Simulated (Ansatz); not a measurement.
# CH7AlOSSi: basis-set convergence

The task here is to estimate one member of a computed series from the others.

Method: one geometry, several basis sets; program: Ansatz 0.2.0, Gaussian basis.

Levels to be run: PBE0-D4/def2-SVP; ωB97M-V/def2-SVP; PBE0-D4/def2-QZVPP; ωB97M-V/def2-QZVPP; the functionals' def2-TZVPP values are taken from earlier runs.

### The relaxed structure

An earlier PBE0-D4 in a triple-zeta def2 set relaxation fixed the geometry.

SMILES `C[O][AlH][SiH2]S`, 12 atoms, charge 0, spin multiplicity 1.

Atoms are counted from 1 here; the program's logs count them from 0.

Bond lengths: C1–O2 1.399 Å, C1–H6 1.095 Å, C1–H7 1.097 Å, C1–H8 1.095 Å, O2–Al3 1.691 Å, Al3–Si4 2.441 Å, Al3–H9 1.587 Å, Si4–S5 2.152 Å, Si4–H10 1.491 Å, Si4–H11 1.491 Å, S5–H12 1.345 Å. Angles: O2–C1–H6 110.0°, O2–C1–H7 112.4°, O2–C1–H8 110.0°, H6–C1–H7 108.2°, H6–C1–H8 108.0°, H7–C1–H8 108.2°, C1–O2–Al3 135.4°, O2–Al3–Si4 109.6°, O2–Al3–H9 119.2°, Si4–Al3–H9 131.2°, Al3–Si4–S5 105.5°, Al3–Si4–H10 113.3°, Al3–Si4–H11 113.3°, S5–Si4–H10 109.4°, S5–Si4–H11 109.6°, H10–Si4–H11 105.6°, Si4–S5–H12 93.7°.

The first run:

File in.yaml:

```yaml
crystal:
  periodic: [false, false, false]
  atoms:
    - {symbol: C, position_ang: [-1.014008, -0.813541, 1.998553]}
    - {symbol: O, position_ang: [-0.464752, -0.335202, 0.803629]}
    - {symbol: Al, position_ang: [1.097524, -0.022175, 0.236793]}
    - {symbol: Si, position_ang: [0.983541, 0.820135, -2.051238]}
    - {symbol: S, position_ang: [-1.111547, 0.884734, -2.538382]}
    - {symbol: H, position_ang: [-1.587520, -1.726252, 1.808436]}
    - {symbol: H, position_ang: [-0.246795, -1.041411, 2.748530]}
    - {symbol: H, position_ang: [-1.695298, -0.068939, 2.422192]}
    - {symbol: H, position_ang: [2.337036, -0.294237, 1.190410]}
    - {symbol: H, position_ang: [1.572433, 2.181072, -2.210054]}
    - {symbol: H, position_ang: [1.699394, -0.044021, -3.033760]}
    - {symbol: H, position_ang: [-1.493108, 0.404640, -1.341108]}
basis:
  gaussian: {orbitals: def2-SVP}
hamiltonian: {xc: pbe0, dispersion: d4}
output: {orbitals: {seedname: orbitals}}
```

Steps of the session up to this table: PBE0-D4 in def2-SVP; ωB97M-V in def2-SVP; PBE0-D4 in def2-QZVPP; ωB97M-V in def2-QZVPP.

One of the session's tables, all rows but one given; the rest of the session is left out.

It belongs to the step «Density functionals: the series». 

| functional | basis | HOMO (eV) | LUMO (eV) |
| --- | --- | --- | --- |
| PBE0-D4 | def2-SVP | ? | ? |
| PBE0-D4 | def2-TZVPP | -7.18 | -1.55 |
| PBE0-D4 | def2-QZVPP | -7.21 | -1.58 |
| ωB97M-V | def2-SVP | -9.13 | 0.26 |
| ωB97M-V | def2-TZVPP | -9.36 | 0.10 |
| ωB97M-V | def2-QZVPP | -9.40 | -0.06 |

Estimate the missing values for PBE0-D4, def2-SVP.

As computed: HOMO (eV): -6.99; LUMO (eV): -1.46. In the column «HOMO (eV)» it is the highest.
